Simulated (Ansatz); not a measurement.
Here is an Ansatz 0.2.0 calculation.

input.yaml

```yaml
crystal:
  lattice:
    - [1.2893368271, 0.7443989642, 9.9743618604]
    - [-1.2893368271, 0.7443989642, 9.9743618604]
    - [0.0, -1.4887979284, 9.9743618604]
  atoms:
    - { symbol: Co, position: [0.401145, 0.401145, 0.401145], spin: 2.0 }
    - { symbol: Co, position: [0.799679, 0.799679, 0.799679], spin: 2.0 }
    - { symbol: Co, position: [0.200321, 0.200321, 0.200321], spin: 2.0 }
    - { symbol: Co, position: [0.598855, 0.598855, 0.598855], spin: 2.0 }
    - { symbol: Al, position: [0.0, 0.0, 0.0] }
hamiltonian:
  xc: r2scan
  pseudopotentials: { kind: paw }
magnetization:
  spin_polarized: true
kpoints:
  mp_grid: { grid: [12, 12, 12] }
scf:
  occupations: { method: fermi_dirac, width: 0.05 }
output:
  forces: true
  stress: true
  eigenvalues: true
relax:
  f_tol: 0.01
  max_steps: 40
  cell: { stress_tol: 0.05 }
```

Potentials or basis: Ansatz PAW.

Run with:

```bash
$ ansatz run input.yaml --threads 2 --pin off --max-ram 5632MiB --backend cpu --events-out ev --progress --plain --runs-dir out
```

(1) Predict the band gap on the k mesh.

(2) Estimate the net moment.

## Answers

(1) none (metal or under the smearing width).

(2) 6.91 μB per cell.

Caveat: the magnetic or orbital state may not be the lowest.
